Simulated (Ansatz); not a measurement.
# CH9BSi3: the cost of one run

The runs use Ansatz 0.2.0, Gaussian basis; functionals in def2-TZVPP, the program's frozen cores in correlated methods.

Levels to be run: PBE-D4, r2SCAN-D4, PBE0-D4, B3LYP-D4, ωB97X-V, ωB97M-V, B2PLYP; CCSD(T)/def2-TZVPP; MP2/def2-QZVPP; extrapolation to the limit.

### Step 1. The geometry

An earlier PBE0-D4 in a triple-zeta def2 set relaxation fixed the geometry.

14 atoms, charge 0, spin multiplicity 1.

Atoms are counted from 1 here; the program's logs count them from 0.

Bond lengths: C1–Si2 1.866 Å, C1–H6 1.095 Å, C1–H7 1.090 Å, C1–H8 1.092 Å, Si2–Si3 2.718 Å, Si2–B4 1.871 Å, Si2–H9 1.492 Å, Si3–B4 1.862 Å, Si3–H10 1.488 Å, Si3–H11 1.488 Å, B4–Si5 1.982 Å, Si5–H12 1.492 Å, Si5–H13 1.492 Å, Si5–H14 1.492 Å. Angles: Si2–C1–H6 108.2°, Si2–C1–H7 112.1°, Si2–C1–H8 111.4°, H6–C1–H7 108.4°, H6–C1–H8 107.3°, H7–C1–H8 109.3°, C1–Si2–Si3 98.4°, C1–Si2–B4 130.1°, C1–Si2–H9 108.7°, Si3–Si2–B4 43.1°, Si3–Si2–H9 138.2°, B4–Si2–H9 121.2°, Si2–Si3–B4 43.4°, Si2–Si3–H10 89.8°, Si2–Si3–H11 144.8°, B4–Si3–H10 125.9°, B4–Si3–H11 125.1°, H10–Si3–H11 108.8° and more.

### Step 2. PBE-D4 (GGA)

Contents of in.yaml:

```yaml
crystal:
  periodic: [false, false, false]
  atoms:
    - {symbol: C, position_ang: [-1.714705, 1.707413, 0.948884]}
    - {symbol: Si, position_ang: [-1.064877, 0.214776, 0.036048]}
    - {symbol: Si, position_ang: [1.506686, 0.298203, 0.913591]}
    - {symbol: B, position_ang: [0.632938, -0.115372, -0.677941]}
    - {symbol: Si, position_ang: [1.067171, -1.742349, -1.723195]}
    - {symbol: H, position_ang: [-2.517902, 2.150063, 0.350717]}
    - {symbol: H, position_ang: [-0.943904, 2.462499, 1.101290]}
    - {symbol: H, position_ang: [-2.143420, 1.428676, 1.914133]}
    - {symbol: H, position_ang: [-2.164711, -0.785507, -0.089707]}
    - {symbol: H, position_ang: [1.149012, 1.403243, 1.843745]}
    - {symbol: H, position_ang: [2.613219, -0.495170, 1.514451]}
    - {symbol: H, position_ang: [2.205520, -2.519135, -1.151876]}
    - {symbol: H, position_ang: [1.456982, -1.364696, -3.113340]}
    - {symbol: H, position_ang: [-0.094809, -2.671743, -1.838099]}
basis:
  gaussian: {orbitals: def2-TZVPP}
hamiltonian: {xc: pbe, dispersion: d4}
output: {forces: true, orbitals: {seedname: orbitals}}
```

Command:

```bash
ansatz run in.yaml --threads 4 --pin off --events-out ev --progress --plain --max-ram 10444MiB
```

Q: Estimate wall time and peak memory on 4 threads of Arm Neoverse V2, shared host.

About 3.4 s, with a peak of 0.51 GiB.
